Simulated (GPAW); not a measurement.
Crystal: NbTe.

```xyz
2
Lattice="3.7030 0.0000 0.0000 -1.8515 3.2069 0.0000 0.0000 0.0000 3.6942" Properties=species:S:1:pos:R:3 pbc="T T T"
Te    1.8515    1.0690    0.0000
Nb    0.0000    0.0000    1.8471
```

The cell comes from a database or a generator and needn't be the stable form of this composition.

Program: GPAW 26.7.0. Alike in all runs: task band structure; no spin polarisation; cell as given; k mesh 8 × 8 × 7; cutoff (eV) 600; smearing fermi-dirac 0.05 eV.

**Question.** Order these runs on this cell by their pressure, lowest first.
A. level r2SCAN; potentials or basis GPAW PAW data sets (gpaw-data 1.2.1), pw
B. level PBEsol; potentials or basis PAW data sets generated in the run's folder for this functional, pw
C. level BLYP; potentials or basis PAW data sets generated in the run's folder for this functional, pw; eigensolver davidson
D. level revPBE; potentials or basis the program's PAW data sets (release 1.2.1) made for this functional, pw
E. level LDA; potentials or basis the program's PAW data sets (release 1.2.1) made for this functional, pw

**Answer.** E (-8.5 GPa), B (-6.1 GPa), A (-2.1 GPa), D (0.1 GPa), C (5.5 GPa).

Caveats: the PAW data sets were made with another functional, which shifts forces and pressure a little (some runs).
